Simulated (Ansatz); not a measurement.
# Sn6H12 ring rod (Sn₄Ge₂H₁₂): the relaxed shape and its frontier levels

Aim: characterise Sn6H12 ring rod (Sn₄Ge₂H₁₂) as a singlet: its structure, frontier levels and distribution of charge.

The runs use Ansatz 0.2.0, Gaussian basis; RKS PBE0-D4/def2-TZVP.

Plan: relaxation at PBE-D4/def2-SVP; a single point at PBE0-D4/def2-TZVP.

3 further runs of the same task are left out: 3 set aside as unsound or not needed. Runs told in other sessions of the task aren't counted.

## 1. The system as given

18 atoms, charge 0, spin multiplicity 1.

Atoms are counted from 1 here; the program's logs count them from 0.

Bond lengths: Ge1–Sn4 2.917 Å, Ge1–Ge6 2.588 Å, Ge1–H7 1.596 Å, Ge1–H8 1.596 Å, Sn2–Sn5 2.950 Å, Sn2–Ge6 2.711 Å, Sn2–H9 1.746 Å, Sn2–H10 1.771 Å, Sn3–Sn4 2.982 Å, Sn3–Sn5 2.942 Å, Sn3–H11 1.767 Å, Sn3–H12 1.773 Å, Sn4–H13 1.801 Å, Sn4–H14 1.809 Å, Sn5–H15 1.773 Å, Sn5–H16 1.760 Å, Ge6–H17 1.593 Å, Ge6–H18 1.561 Å. Angles: Sn4–Ge1–Ge6 102.6°, Sn4–Ge1–H7 86.7°, Sn4–Ge1–H8 84.4°, Ge6–Ge1–H7 141.5°, Ge6–Ge1–H8 124.9°, H7–Ge1–H8 92.9°, Sn5–Sn2–Ge6 96.5°, Sn5–Sn2–H9 151.7°, Sn5–Sn2–H10 116.8°, Ge6–Sn2–H9 89.8°, Ge6–Sn2–H10 84.9°, H9–Sn2–H10 91.2°, Sn4–Sn3–Sn5 115.4°, Sn4–Sn3–H11 143.6°, Sn4–Sn3–H12 121.0°, Sn5–Sn3–H11 83.8°, Sn5–Sn3–H12 83.9°, H11–Sn3–H12 90.2° and more.

Coordinates:

```
Ge   -0.03216   -1.05300    2.28639
Sn    2.54376   -0.45915   -0.88672
Sn   -1.22904    2.15463   -0.47783
Sn   -2.50568    0.18904    1.36646
Sn    0.55903    1.00060   -2.50926
Ge    0.81605   -2.26581    0.16288
H    -0.79173   -1.32929    3.66258
H     0.36957    0.43204    2.71292
H     3.84391   -1.61217   -0.71907
H     2.75364    0.07574    0.78893
H    -1.56548    3.35499   -1.73050
H     0.21554    3.05916    0.00877
H    -3.57782   -0.18370   -0.03164
H    -3.50933    1.64655    1.74262
H     0.31398   -0.55500   -3.32342
H     1.87089    1.40688   -3.60962
H    -0.69927   -2.22374   -0.32535
H     0.62415   -3.63776    0.88185
```

Sn takes a core potential in the def2 sets. No spin-orbit coupling is included.

The start is a GFN2-xTB geometry.

## 2. Optimising with PBE-D4/def2-SVP

File in.yaml:

```yaml
crystal:
  periodic: [false, false, false]
  atoms:
    - {symbol: Ge, position_ang: [-0.032160, -1.053000, 2.286390]}
    - {symbol: Sn, position_ang: [2.543760, -0.459150, -0.886720]}
    - {symbol: Sn, position_ang: [-1.229040, 2.154630, -0.477830]}
    - {symbol: Sn, position_ang: [-2.505680, 0.189040, 1.366460]}
    - {symbol: Sn, position_ang: [0.559030, 1.000600, -2.509260]}
    - {symbol: Ge, position_ang: [0.816050, -2.265810, 0.162880]}
    - {symbol: H, position_ang: [-0.791730, -1.329290, 3.662580]}
    - {symbol: H, position_ang: [0.369570, 0.432040, 2.712920]}
    - {symbol: H, position_ang: [3.843910, -1.612170, -0.719070]}
    - {symbol: H, position_ang: [2.753640, 0.075740, 0.788930]}
    - {symbol: H, position_ang: [-1.565480, 3.354990, -1.730500]}
    - {symbol: H, position_ang: [0.215540, 3.059160, 0.008770]}
    - {symbol: H, position_ang: [-3.577820, -0.183700, -0.031640]}
    - {symbol: H, position_ang: [-3.509330, 1.646550, 1.742620]}
    - {symbol: H, position_ang: [0.313980, -0.555000, -3.323420]}
    - {symbol: H, position_ang: [1.870890, 1.406880, -3.609620]}
    - {symbol: H, position_ang: [-0.699270, -2.223740, -0.325350]}
    - {symbol: H, position_ang: [0.624150, -3.637760, 0.881850]}
basis:
  gaussian: {orbitals: def2-SVP}
hamiltonian: {xc: pbe, dispersion: d4}
scf: {lower_state_search: "off"}
output: {orbitals: {seedname: orbitals}}
relax: {f_tol: 0.03, max_steps: 70}
```

Run with:

```
$ ansatz run in.yaml --threads 4 --pin off --events-out ev --progress --plain --max-ram 6963MiB
```

After this run come: Single point, PBE0-D4/def2-TZVP.

Before running them: what should the planned runs give, taken together? Wanted: point group; commonest bond, hydrogen aside; HOMO, LUMO at PBE0-D4/def2-TZVP; dipole at PBE-D4/def2-SVP.

The runs gave:

| quantity | value |
| --- | --- |
| point group | C1 |
| commonest bond, hydrogen aside | Sn–Sn, 3 of mean length 2.810 Å |
| HOMO, LUMO at PBE0-D4/def2-TZVP | -7.12, -1.34 eV |
| dipole at PBE-D4/def2-SVP | 0.15 D |

The molecule keeps its bonding pattern by the stored test; the atoms moved 0.64 Å (rms), and the angle Sn5–Sn2–H9 went from 152° to 112°. No usable vibrations, so a minimum isn't proven. Whether this spin is the lowest isn't tested here. The point group is read from a loosely relaxed geometry; soft torsions can leave it below the true symmetry.
